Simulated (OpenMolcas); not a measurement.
**Ta²⁺ among point charges: CASSCF levels and susceptibility**

Aim: the splitting of the states of Ta²⁺ in the field of 6 point charges, its lowest levels with spin-orbit coupling and its magnetic susceptibility.

Method: state-averaged CASSCF, spin-orbit coupling by RASSI with atomic mean-field integrals. Code: OpenMolcas 26.06.

1 further run of the same task is left out (it didn't finish).

## Step 1: The atom as given

- Species: Ta²⁺ (tantalum, Z = 73, 71 electrons)
- Basis: ANO-RCC-VTZP [8s7p5d3f2g1h], 104 functions
- Scalar Hamiltonian: DKH2, point nucleus
- Inactive shells: 1s 2s 2p 3s 3p 3d 4s 4p 4d 4f 5s 5p
- Active space: 3 electrons in 5 orbitals (5d)
- Some configurations of this space: 5d³
- Orbitals: optimised for each spin and parity, averaged over all roots

Outer shells as boxes (Hund's rule):

5d3
```
5d [↑ ][↑ ][↑ ][  ][  ]
```

The ion sits among 6 point charges of -1.7 e arranged as a trigonal antiprism (D3d), 1.97 Å from the ion, with a polar angle of 56.4° against the regular 54.74°. The active orbitals were held to one l.

The work runs as a chain of OpenMolcas steps in one folder; each step below is one input file. Labels, J, g values, rates, χT and fits are worked out afterwards by a script from the matrices that RASSI stores. The input lists half of the charges; inversion (Group=XYZ) makes the rest.

## Step 2: One- and two-electron integrals

The input, a.inp:

```
&GATEWAY
Coord
1

Ta 0.0 0.0 0.0
Basis=ANO-RCC-VTZP
Group=XYZ
NoMove
AngMom=0.0 0.0 0.0
AMFI
XField
3 Angstrom 0
0.000000 1.640430 1.090821 -1.700000
1.420654 -0.820215 1.090821 -1.700000
1.420654 0.820215 -1.090821 -1.700000
&SEWARD
```

## Step 3: CASSCF: quartets of even parity, 10 roots

The input, a.inp:

```
&RASSCF
FileOrb=start.orb
Symmetry=1
Spin=4
nActEl=3 0 0
Inactive=15 19
Ras2=5 0
CIRoot=10 10 1
SDav=10
CIMx=300
Iter=120 100
PrWF=0.3
OrbListing=Nothing
MaxOrb=0
SupSym
1
25 4 5 6 7 8 10 11 12 13 14 16 17 18 19 20 24 25 26 27 28 29 30 31 32
33
0
>>> COPY $Project.JobIph JOB001
```

start.orb holds the contracted functions of the basis, ordered by shell, or the orbitals of the step before.

## Step 4: Reference wave functions, doublets of even parity, 40 roots

The input, a.inp:

```
&RASSCF
FileOrb=start.orb
Symmetry=1
Spin=2
nActEl=3 0 0
Inactive=15 19
Ras2=5 0
CIRoot=40 40 1
SDav=40
CIMx=300
Iter=120 100
PrWF=0.3
OrbListing=Nothing
MaxOrb=0
SupSym
1
25 4 5 6 7 8 10 11 12 13 14 16 17 18 19 20 24 25 26 27 28 29 30 31 32
33
0
>>> COPY $Project.JobIph JOB002
```

## Step 5: State interaction with spin-orbit coupling

The input, a.inp:

```
&RASSI
NrOfJobIphs=2 10 40
1 2 3 4 5 6 7 8 9 10
1 2 3 4 5 6 7 8 9 10 11 12 13 14 15 16 17 18 19 20 21 22 23 24 25 26 27
28 29 30 31 32 33 34 35 36 37 38 39 40
IphNames
JOB001
JOB002
EJob
SpinOrbit
DIPRint=1.0
SOCoupling=1000.0
Subsets=2
Property=9
'ANGMOM' 1 'ANGMOM' 2 'ANGMOM' 3 'MLTPL  1' 1 'MLTPL  1' 2 'MLTPL  1' 3
'AMFI' 1 'AMFI' 2 'AMFI' 3
SOProperty=3
'ANGMOM' 1 'ANGMOM' 2 'ANGMOM' 3
```

Q: Predict the outcome of this session. Wanted: spin-free ground state; first state of the same spin within the active space; lowest level; next level.

As calculated:

```
                                            quantity                              value
                                              method                             CASSCF
                              spin-free ground state    4A2, 1-fold in its orbital part
first state of the same spin within the active space                  4A1 at 23100 cm⁻¹
                                        lowest level  2-fold E3/2, g = 0.00, 0.00, 5.29
                                          next level                          80.2 cm⁻¹
                                         χT at 300 K                     1.52 cm³ K/mol
                           effective moment at 300 K                            3.49 μB
```

**Reading.** The spin-free ground state (4A2) comes to 99 % from free-ion F terms and keeps the highest spin of the shell. χT at 300 K is 1.52, against 1.88 cm³ K/mol for the spin alone, so spin-orbit coupling lowers it. The field of point charges can differ much from that of real complexes. Point charges carry no covalency, so the field is a model and not that of real ligands.
